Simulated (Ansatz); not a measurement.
# B2GeH: the cost of one run

Method: cc-pVTZ, core rule «outside noble gas», up to 16 orbitals frozen; program: Ansatz 0.2.0, Gaussian basis.

To be run: UHF; CCSD(T) on ROHF; CCSD(T) on UHF; BCCD(T) on ROHF; CCSDT(Q) on ROHF; CCSDT(Q) on UHF.

5 further runs of the same task are left out: 5 set aside as unsound or not needed.

## 1. The system

The geometry is a PBE0/def2-TZVP stationary point (not a proven minimum) of the parent state, kept for this charge and spin. No spin-orbit coupling is included. The filled d shell of Ge may be among the frozen orbitals whatever the setting's name suggests; the logs give the count.

4 atoms, charge 1, spin multiplicity 3.

Atoms are counted from 1 here; the program's logs count them from 0.

Bond lengths: B1–B2 1.556 Å, B1–Ge3 1.872 Å, B2–Ge3 2.134 Å, B2–H4 1.183 Å. Angles: B2–B1–Ge3 76.4°, B1–B2–Ge3 58.5°, B1–B2–H4 161.7°, Ge3–B2–H4 139.8°, B1–Ge3–B2 45.1°.

## 2. UHF

File in.yaml:

```yaml
crystal:
  periodic: [false, false, false]
  atoms:
    - {symbol: B, position_ang: [0.000000, -1.029260, 1.071367]}
    - {symbol: B, position_ang: [0.000000, 0.408908, 1.666092]}
    - {symbol: Ge, position_ang: [0.000000, 0.074225, -0.441263]}
    - {symbol: H, position_ang: [0.000000, 1.304568, 2.439302]}
basis:
  gaussian: {orbitals: cc-pVTZ}
total_charge: 1
magnetization: {spin_polarized: true, initial_magnetization: 2}
hamiltonian: {xc: hf}
output: {orbitals: {seedname: orbitals}}
```

On the command line:

```console
> ansatz run in.yaml --threads 1 --pin off --events-out ev --progress --plain --max-ram 4096MiB --backend cpu
```

Q: Estimate wall time and peak memory on 1 thread of AMD EPYC 7R13, shared host.

About 14 s, with a peak of 0.37 GiB.
